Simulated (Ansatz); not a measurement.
# ClF4HOW: a ladder of functionals and wavefunction methods

One table from this session's results is given with a row withheld; the runs are named, their logs left out.

Computed with Ansatz 0.2.0, Gaussian basis. Level: functionals in def2-TZVPP, the program's frozen cores in correlated methods.

Levels to be run: LDA (SPW92), PBE-D4, revPBE-D4, BLYP-D4, r2SCAN-D4, B97M-V, PBE0-D4, B3LYP-D4, r2SCANh-D4, r2SCAN0-D4, HSE06-D4, BHLYP-D4, CAM-B3LYP-D4, LC-ωPBE, ωB97X-V, ωB97M-V, B2PLYP, PBE-QIDH; CCSD(T)/def2-SVP; MP2/def2-TZVPP; MP2/def2-QZVPP; RPA on PBE.

**The relaxed structure**

An earlier PBE0-D4 in a triple-zeta def2 set relaxation fixed the geometry. W takes the def2 core potential; no spin-orbit term is included.

SMILES `[OH][W]([F])([F])([F])([F])[Cl]`, 8 atoms, charge 0, spin multiplicity 1.

Atoms are counted from 1 here; the program's logs count them from 0.

Bond lengths: O1–W2 1.836 Å, O1–H8 0.959 Å, W2–F3 1.847 Å, W2–F4 1.847 Å, W2–F5 1.845 Å, W2–F6 1.862 Å, W2–Cl7 2.269 Å. Angles: W2–O1–H8 142.7°, O1–W2–F3 92.6°, O1–W2–F4 92.5°, O1–W2–F5 172.0°, O1–W2–F6 86.9°, O1–W2–Cl7 94.4°, F3–W2–F4 174.8°, F3–W2–F5 87.4°, F3–W2–F6 89.7°, F3–W2–Cl7 90.2°, F4–W2–F5 87.4°, F4–W2–F6 89.7°, F4–W2–Cl7 90.2°, F5–W2–F6 85.1°, F5–W2–Cl7 93.6°, F6–W2–Cl7 178.7°.

The first run:

The input, in.yaml:

```yaml
crystal:
  periodic: [false, false, false]
  atoms:
    - {symbol: O, position_ang: [-0.398658, -1.432869, 0.401801]}
    - {symbol: W, position_ang: [0.122902, 0.247923, -0.120257]}
    - {symbol: F, position_ang: [1.397573, 0.356102, 1.211373]}
    - {symbol: F, position_ang: [-1.123996, 0.301561, -1.481180]}
    - {symbol: F, position_ang: [0.469497, 2.024336, -0.479977]}
    - {symbol: F, position_ang: [-1.155915, 0.903175, 1.063848]}
    - {symbol: Cl, position_ang: [1.693951, -0.501730, -1.576003]}
    - {symbol: H, position_ang: [-1.005363, -1.898498, 0.980395]}
basis:
  gaussian: {orbitals: def2-TZVPP}
hamiltonian: {xc: lda}
output: {orbitals: {seedname: orbitals}}
```

Command:

```sh
ansatz run in.yaml --threads 4 --pin off --events-out ev --progress --plain --max-ram 11315MiB
```

Among the steps run: LDA; PBE-D4 (GGA); revPBE-D4 (GGA); BLYP-D4 (GGA); r2SCAN-D4 (meta-GGA); B97M-V (meta-GGA); PBE0-D4 (hybrid); B3LYP-D4 (hybrid); r2SCANh-D4 (hybrid); r2SCAN0-D4 (hybrid); HSE06-D4 (hybrid); BHLYP-D4 (hybrid); CAM-B3LYP-D4 (range-separated); LC-ωPBE (range-separated); ωB97X-V (range-separated); ωB97M-V (range-separated); B2PLYP (double hybrid); PBE-QIDH (double hybrid).

One table of the session follows, with a row left open; its other results are not shown here.

It belongs to the step «Frontier levels by functional». 

```
  functional  HOMO (eV)  LUMO (eV)  gap (eV)
 LDA (SPW92)      -8.76      -4.95      3.80
      PBE-D4      -8.55      -4.71      3.84
   revPBE-D4      -8.48      -4.62      3.86
     BLYP-D4      -8.41      -4.64      3.78
   r2SCAN-D4      -8.98      -4.79      4.19
      B97M-V      -9.07      -4.78      4.30
     PBE0-D4     -10.10      -4.17      5.93
    B3LYP-D4          ?          ?         ?
  r2SCANh-D4      -9.54      -4.57      4.98
  r2SCAN0-D4     -10.39      -4.21      6.18
    HSE06-D4      -9.69      -4.54      5.15
    BHLYP-D4     -11.49      -3.46      8.03
CAM-B3LYP-D4     -11.47      -3.14      8.33
     LC-ωPBE     -12.83      -1.94     10.89
     ωB97X-V     -12.47      -2.02     10.45
     ωB97M-V     -12.34      -2.03     10.30
```

**Question.** Estimate the row for B3LYP-D4.

Worked estimate for «HOMO (eV)». Against the share of exact exchange, BLYP-D4 (0, -8.41), BHLYP-D4 (0.5, -11.49) give a slope of -6.16 per unit share; at 0.2 the line stands at -9.64.

The run gave: HOMO (eV): -9.82; LUMO (eV): -4.39; gap (eV): 5.43. In «HOMO (eV)» the line misses by +0.18.
